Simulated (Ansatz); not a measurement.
Relaxation of a periodic cell of 17 atoms, Si₁₆O (host Si, host structure diamond, interstitial O), to a largest force component of 0.03 eV/Å in at most 60 steps.

These are results of Ansatz 0.2.0, DFT PBE-D3(BJ), scalar-relativistic, plane waves, PAW, not measurements. Settings: PAW set soft_1, cutoff 420 eV, k mesh 2x2x2, fermi-dirac smearing 0.05 eV, spin collinear.

```xyz
17
Lattice="0.0000 5.4300 5.4300 5.4300 0.0000 5.4300 5.4300 5.4300 0.0000" Properties=species:S:1:pos:R:3:forces:R:3
Si 0.000 0.000 0.000 0.05 -0.02 0.03
Si 1.357 1.357 1.357 -0.15 -0.12 -0.08
Si 2.715 2.715 0.000 0.10 0.13 0.21
Si 4.072 4.072 1.357 0.01 -0.03 -0.06
Si 2.715 0.000 2.715 0.09 0.09 0.06
Si 4.072 1.357 4.072 0.02 0.02 0.04
Si 5.430 2.715 2.715 0.05 0.05 0.00
Si 6.787 4.072 4.072 -0.18 -0.19 -0.10
Si 0.000 2.715 2.715 0.11 0.10 0.12
Si 1.357 4.072 4.072 -0.04 -0.03 0.02
Si 2.715 5.430 2.715 -0.03 -0.04 -0.02
Si 4.072 6.787 4.072 -0.07 -0.07 -0.11
Si 2.715 2.715 5.430 -0.01 0.05 0.03
Si 4.072 4.072 6.787 -0.12 -0.16 -0.08
Si 5.430 5.430 5.430 0.14 0.10 0.21
Si 6.787 6.787 6.787 -0.03 0.01 -0.06
O 6.125 3.414 6.087 0.07 0.10 -0.21
```

Question: Where does it end, and by what steps?

Answer: The forces met the threshold. Limits of this set-up: coarse k mesh, a small cell, in which the defect meets its images. After 10 steps the energy has fallen by 2.424 eV; O17 moved furthest, 0.91 Å.

```json
{"step": "0", "energy less start (eV)": "0.0000", "largest force component (eV/Å)": "0.212", "accepted": "yes"}
{"step": "1", "energy less start (eV)": "-0.0161", "largest force component (eV/Å)": "0.294", "accepted": "yes"}
{"step": "2", "energy less start (eV)": "-0.0768", "largest force component (eV/Å)": "0.777", "accepted": "yes"}
{"step": "3", "energy less start (eV)": "-0.2821", "largest force component (eV/Å)": "1.116", "accepted": "yes"}
{"step": "4", "energy less start (eV)": "-0.5891", "largest force component (eV/Å)": "1.016", "accepted": "yes"}
{"step": "5", "energy less start (eV)": "-0.9179", "largest force component (eV/Å)": "1.585", "accepted": "yes"}
{"step": "6", "energy less start (eV)": "-1.4833", "largest force component (eV/Å)": "1.371", "accepted": "yes"}
{"step": "7", "energy less start (eV)": "-2.0124", "largest force component (eV/Å)": "1.613", "accepted": "yes"}
{"step": "8", "energy less start (eV)": "-2.4033", "largest force component (eV/Å)": "0.275", "accepted": "yes"}
{"step": "9", "energy less start (eV)": "-2.4213", "largest force component (eV/Å)": "0.064", "accepted": "yes"}
{"step": "10", "energy less start (eV)": "-2.4235", "largest force component (eV/Å)": "0.016", "accepted": "yes"}
```

```xyz
17
Lattice="0.0000 5.4300 5.4300 5.4300 0.0000 5.4300 5.4300 5.4300 0.0000" Properties=species:S:1:pos:R:3
Si 0.013 -0.002 0.011
Si 1.375 1.373 1.346
Si 2.957 2.435 -0.080
Si 4.090 3.991 1.283
Si 2.543 0.118 2.956
Si 4.074 1.427 4.175
Si 5.423 2.705 2.719
Si 6.982 3.769 4.059
Si -0.017 2.718 2.690
Si 1.338 4.059 4.067
Si 2.703 5.328 2.638
Si 4.253 6.529 3.944
Si 2.686 2.784 5.507
Si 3.837 4.145 7.049
Si 5.247 5.452 5.739
Si 6.779 6.807 6.820
O 6.143 4.076 5.462
```

Whether the end is a true minimum wasn't checked by a vibrational analysis.

Time of the run: 94 s on 2 threads of Arm Neoverse V2 (shared host), peak memory 0.69 GiB.
